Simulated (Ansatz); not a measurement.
# ZnBH₂Cl: small, medium and large basis sets

Aim: see how fast density functionals converge with the basis set for ZnBH₂Cl.

The runs use Ansatz 0.2.0, Gaussian basis; one geometry, several basis sets.

The runs, in order: PBE0-D4/def2-SVP; ωB97M-V/def2-SVP; PBE0-D4/def2-QZVPP; ωB97M-V/def2-QZVPP; the functionals' def2-TZVPP values are taken from earlier runs.

### Step 1. Structure used throughout

An earlier PBE0-D4 in a triple-zeta def2 set relaxation fixed the geometry.

SMILES `Cl[BH][ZnH]`, 5 atoms, charge 0, spin multiplicity 1.

Atoms are counted from 1 here; the program's logs count them from 0.

Bond lengths: Cl1–B2 1.753 Å, B2–Zn3 2.081 Å, B2–H4 1.197 Å, Zn3–H5 1.554 Å. Angles: Cl1–B2–Zn3 119.7°, Cl1–B2–H4 113.2°, Zn3–B2–H4 127.1°, B2–Zn3–H5 179.4°.

### Step 2. PBE0-D4 in def2-SVP

The input, in.yaml:

```yaml
crystal:
  periodic: [false, false, false]
  atoms:
    - {symbol: Cl, position_ang: [-0.745312, -1.438884, 1.490732]}
    - {symbol: B, position_ang: [-0.686605, -0.470460, 0.030326]}
    - {symbol: Zn, position_ang: [0.949679, 0.766399, -0.321236]}
    - {symbol: H, position_ang: [-1.645852, -0.615891, -0.671370]}
    - {symbol: H, position_ang: [2.177888, 1.685236, -0.569853]}
basis:
  gaussian: {orbitals: def2-SVP}
hamiltonian: {xc: pbe0, dispersion: d4}
output: {orbitals: {seedname: orbitals}}
```

Launch:

```
$ ansatz run in.yaml --threads 2 --pin off --events-out ev --progress --plain --max-ram 4352MiB
```

The runs that follow: ωB97M-V in def2-SVP; PBE0-D4 in def2-QZVPP; ωB97M-V in def2-QZVPP.

**Question.** What will the summary of the whole plan be? Wanted: PBE0-D4: double and triple zeta above quadruple; ωB97M-V: double and triple zeta above quadruple.

The runs gave:

| quantity | value |
| --- | --- |
| PBE0-D4: double and triple zeta above quadruple | 13.66, 1.58 eV |
| ωB97M-V: double and triple zeta above quadruple | 13.60, 1.53 eV |

For PBE0-D4 the step from double to triple zeta gains 12.08 eV and the next only 1.58 eV. Total energies overstate the basis error of differences, where much of it tends to cancel.
